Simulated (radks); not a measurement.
# Ge²⁹⁺ in 1s1.75 2s1 3s0.25: an all-electron calculation

An exercise on one series of results from a longer session: the logs are not shown, and one member is left open.

Program: radks (a radial shooting solver on a logarithmic mesh, Libxc functionals) version 1. Level of theory: scalar-relativistic Kohn-Sham, r2SCAN, spin-polarised, spherical densities, finite nucleus; open shells are filled with parallel spins first. These are calculated values, not measurements, unless marked.

## The atom as given

```
element            : germanium (Z = 32)
charge             : +29
electrons          : 3
configuration      : 1s1.75 2s1 3s0.25
nuclear rms radius : 4.0742 fm
```

Set-up of the first run:

Input:

```text
Z 32
configuration 1s1.75 2s1 3s0.25 2p0 4s0
relativity scalar-relativistic
functional r2scan,r2scan
spin polarised
nucleus finite rms 4.0742 fm
c 137.035999084
```

Run with:

```console
$ python run_ks.py task.json out
```

All runs below come from this command, one after another.

Steps of the session up to this table: Self-consistent calculation.

One of the session's tables, all rows but one given; the rest of the session is left out.

It belongs to the step «Shells». Sizes of the orbitals, from the radial functions (bohr):

| level | <r> | outermost maximum (interpolated) | 90 % within | nodes |
| --- | --- | --- | --- | --- |
| 1s up | 0.04649 | 0.0306 | 0.0829 | 0 |
| 1s down | 0.04655 | 0.0306 | 0.0830 | 0 |
| 2s up | 0.1906 | 0.165 | 0.291 | 1 |
| 2p up | ? | ? | ? | ? |
| 3s up | 0.4394 | 0.423 | 0.633 | 2 |
| 4s up | 0.7841 | 0.799 | 1.11 | 3 |

Q: Estimate the row for 2p up from the others.

**Answer.** <r>: 0.1627; outermost maximum (interpolated): 0.130; 90 % within: 0.261; nodes: 0. In the column «<r>» it lies between 1s down (0.04655) and 2s up (0.1906).
